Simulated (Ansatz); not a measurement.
Run this with Ansatz 0.2.0, Python API and show what comes out.

Script `bde.py`:
```python
'''X-H bond energies of CH5FGeO2 without relaxation.'''

import ansatz as az


def energy(molecule, charge=0, unpaired=0):
    calc = (
        molecule.calculation()
        .basis(gaussian='cc-pVDZ')
        .functional('pbe', dispersion='d4')
    )
    if charge:
        calc = calc.charge(charge)
    if unpaired:
        calc = calc.spin('collinear', total=unpaired)
    report = calc.run().report
    if report['published_state_doubts']:
        print('  doubts:', report['published_state_doubts'])
    return report['free_energy_ev']

def without(molecule, index):
    rest = az.Crystal.molecule()
    for i, site in enumerate(molecule.cartesian_sites):
        if i != index:
            rest = rest.atom(site.symbol, site.position_ang)
    return rest

system = (
    az.Crystal.molecule()
    .atom('O', [0.1842, 1.5558, 1.1221])
    .atom('Ge', [0.2618, -0.0895, 0.5294])
    .atom('O', [-1.1156, -1.0527, 1.1842])
    .atom('C', [0.2557, -0.1024, -1.4158])
    .atom('F', [0.2905, -1.4227, -1.8777])
    .atom('H', [-0.7535, 1.92, 0.7956])
    .atom('H', [1.6422, -0.6879, 0.9988])
    .atom('H', [-0.9179, -0.9951, 2.1726])
    .atom('H', [-0.782, 0.3318, -1.7037])
    .atom('H', [1.0177, 0.4915, -1.8025])
)

whole = energy(system, 0)
hydrogen = energy(az.Crystal.molecule().atom('H', (0, 0, 0)), 0, 1)
print(f'E(molecule) = {whole:.5f} eV, E(H) = {hydrogen:.5f} eV')
for index in [7, 6, 9]:
    radical = energy(without(system, index), 0, 1)
    print(f'H{index}: homolysis {23.060548 * (radical + hydrogen - whole):.1f} kcal/mol')
```

Running `python bde.py` prints:
```text
E(molecule) = -64430.47163 eV, E(H) = -13.56836 eV
H7: homolysis 114.6 kcal/mol
H6: homolysis 83.9 kcal/mol
H9: homolysis 104.3 kcal/mol
```

Reading the output:
- Total energies depend on the basis set; only differences at equal settings carry meaning.
- The geometry is a force-field or estimated start, not a minimum of this method, and the basis set is short of its limit. All parts are taken at fixed geometry, without zero-point energy.
- This functional overbinds, so such energies come out a few per cent too high (LDA far more).
- Wall time of the script: 13 s on 1 thread of Intel(R) Xeon(R) 6975P-C (Granite Rapids) (shared host), peak memory 0.3 GiB.
